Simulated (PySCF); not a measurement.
# FeH10O5 ([Fe(H2O)5]2+): the cost of one run

Computed with PySCF 2.14.0 and routines of our own; the level stands in each step. Atoms count from 0.

## 1. The starting structure

16 atoms, charge 2, states of the metal's open shell are computed; geometry from: model start, shaken.

## 2. Geometry optimisation at PBE0-D3(BJ)/def2-SVP

What the job is given:

```
{"job": {"xc": "PBE0", "basis": "def2-SVP", "d3": "d3bj", "grid": 1, "maxiter": 45, "solvent": "water", "kind": "geom"}, "charge": 2, "metal": "Fe", "open_shell": "d6"}
Fe     0.000020     0.004480    -0.004110
O     -0.013360    -0.006820     2.065130
H      0.775900     0.020100     2.647620
H     -0.784310     0.007350     2.660350
O      0.001580    -0.013960    -2.080440
H      0.785430    -0.020160    -2.661860
H     -0.803520    -0.019340    -2.682630
O      2.076470    -0.019010     0.004070
H      2.657350     0.772200    -0.037750
H      2.646920    -0.775730     0.001700
O     -1.062950     1.794170    -0.014680
H     -2.010800     1.927710    -0.012110
H     -0.656820     2.700060    -0.008750
O     -1.041680    -1.799680     0.000960
H     -0.674710    -2.685650     0.020380
H     -2.021880    -1.898910     0.001790
```

Run with:

```bash
$ OMP_NUM_THREADS=1 python lf_run.py task.json out
```

This one command runs all jobs of the session in turn.

Q: Estimate the wall time and peak memory of this first job on 1 thread of Arm Neoverse V2, shared host.

About 14 min, with a peak of 1.4 GiB.
